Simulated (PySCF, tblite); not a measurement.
# C₃H₈O₃Si₂: geometry, infrared bands and NMR shifts

What infrared bands and NMR shifts should C₃H₈O₃Si₂ (`C=CO[Si@@](O)([SiH3])C=O`) show?

Computed with tblite 0.8.0 and PySCF 2.14.0, with density-fitted response routines of our own, on a single molecule in the gas phase. Atoms are numbered from 0 throughout.

## Step 1: The starting structure

16 atoms, charge 0, multiplicity 1; geometry from: force field or distance geometry start.

Bonds of the start (Å): C0–C1 1.35, C1–O2 1.40, O2–Si3 1.73, Si3–O4 1.73, Si3–Si5 2.22, Si3–C6 1.83, C6–O7 1.22, C0–H8 1.09, C0–H9 1.07, C1–H10 1.08, O4–H11 0.99, Si5–H12 1.47, Si5–H13 1.48, Si5–H14 1.48, C6–H15 1.09.

## Step 2: Optimising the geometry with GFN2-xTB

The job: settings as JSON, then the geometry in Å.

```
{"job": {"kind": "relax", "xc": "GFN2-xTB", "basis": "xTB"}, "charge": 0, "multiplicity": 1}
C      2.592000    -0.000900    -0.808400
C      1.498500     0.760000    -1.055600
O      0.322300     0.057100    -1.335200
Si    -0.594200    -0.399800     0.064400
O      0.523900    -1.206600     1.109700
Si    -1.373700     1.449300     1.009000
C     -1.960300    -1.569200    -0.298500
O     -3.011800    -1.492900     0.315800
H      3.523300     0.522700    -0.576900
H      2.571800    -1.066300    -0.826000
H      1.533200     1.835900    -1.018500
H      0.707300    -2.100900     0.729900
H     -2.842800     1.436400     0.989700
H     -0.804100     2.641200     0.339800
H     -0.907300     1.467700     2.410500
H     -1.785700    -2.324700    -1.061100
```

Launch:

```console
$ OMP_NUM_THREADS=1 python probes_run.py task.json out
```

This one command runs all jobs of the session in turn.

**Question.** This job is followed by: GFN2-xTB harmonic vibrations, gas phase; GIAO PBE0/pcSseg-1 NMR shielding, non-relativistic, gas phase. What will the session give for the following? strongest single infrared mode (GFN2-xTB); zero-point energy (GFN2-xTB); ¹³C shifts against TMS (PBE0/pcSseg-1); ¹H shifts against TMS (PBE0/pcSseg-1, means over atoms taken as alike); ¹⁷O shifts against H2O (PBE0/pcSseg-1); ²⁹Si shifts against TMS (PBE0/pcSseg-1).

**Answer**, as computed:

```
                                                              quantity                                    value
                             strongest single infrared mode (GFN2-xTB)                     751 cm⁻¹, 445 km/mol
                                          zero-point energy (GFN2-xTB)                            63.6 kcal/mol
                                ¹³C shifts against TMS (PBE0/pcSseg-1)                   252.3, 154.7, 99.5 ppm
¹H shifts against TMS (PBE0/pcSseg-1, means over atoms taken as alike)  11.99, 6.78, 4.67, 4.54, 3.42, 1.98 ppm
                                ¹⁷O shifts against H2O (PBE0/pcSseg-1)                   932.0, 145.1, 47.5 ppm
                               ²⁹Si shifts against TMS (PBE0/pcSseg-1)                        -44.4, -126.4 ppm
```

**Reading.** Relaxing lowered the energy by 0.989 eV in 253 steps; the close pair that moved most is O2–Si3, from 1.734 to 1.631 Å. All 42 modes are real, so the xTB geometry is a minimum. The strongest single mode, at 751 cm⁻¹, has its largest shares on H15, Si3 and C6 (the list is cut at 3 atoms). GFN2-xTB is a fitted tight-binding method: band positions and strengths are rough. Its intensities can rank the bands wrongly. At PBE0/pcSseg-1: The largest span, 2054 ppm, is at O7, where the paramagnetic term is -994 ppm.
